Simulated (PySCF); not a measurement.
# C7H15As: the cost of one run

Computed with PySCF 2.14.0, with density-fitted response routines of our own, on a single molecule, in the gas phase or a continuum. Atoms count from 0, in the outputs and in this text.

### Step 1. The starting structure

23 atoms, charge 0, multiplicity 1; geometry from: GFN2-xTB.

Bonds of the start (Å): C0–C1 1.32, C1–C2 1.48, C2–As3 2.00, As3–C4 1.98, As3–C5 2.01, C5–C6 1.52, C5–C7 1.52, C0–H8 1.08, C0–H9 1.08, C1–H10 1.09, C2–H11 1.10, C2–H12 1.09, C4–H13 1.09, C4–H14 1.09, C4–H15 1.09, C5–H16 1.10, C6–H17 1.09, C6–H18 1.09, C6–H19 1.09, C7–H20 1.09, C7–H21 1.09, C7–H22 1.09.

### Step 2. Optimising the geometry at PBE0-D3(BJ)/def2-SVP

Job settings and geometry (Å):

```
{"job": {"xc": "PBE0", "basis": "def2-SVP", "d3": "d3bj", "grid": 1, "kind": "geom"}, "charge": 0, "multiplicity": 1}
C      2.604831    -1.890301     0.011265
C      2.288372    -0.850440    -0.741619
C      1.737044     0.428196    -0.230244
As    -0.066999     0.863407    -0.987449
C     -0.169053     2.625169    -0.095553
C     -1.168551    -0.149635     0.347515
C     -1.096051    -1.645485     0.065227
C     -2.616535     0.325460     0.310350
H      2.489679    -1.866775     1.083896
H      2.993245    -2.804133    -0.406210
H      2.421017    -0.899553    -1.817652
H      2.390298     1.251470    -0.539448
H      1.681543     0.421822     0.861349
H      0.629878     3.269347    -0.462131
H     -0.065798     2.520515     0.983957
H     -1.116458     3.115964    -0.312216
H     -0.757176     0.043897     1.346578
H     -0.065235    -1.996066     0.107680
H     -1.683095    -2.207919     0.792341
H     -1.488609    -1.858002    -0.929987
H     -3.224309    -0.226101     1.028556
H     -3.037900     0.169893    -0.683942
H     -2.684891     1.386254     0.550756
```

The run is started by

```sh
OMP_NUM_THREADS=1 python probes_run.py task.json out
```

This one command runs all jobs of the session in turn.

**Question.** How long does this first job take on 1 thread of Arm Neoverse V2, shared host, and how much memory does it need?

About 1.9 min, with a peak of 0.89 GiB.
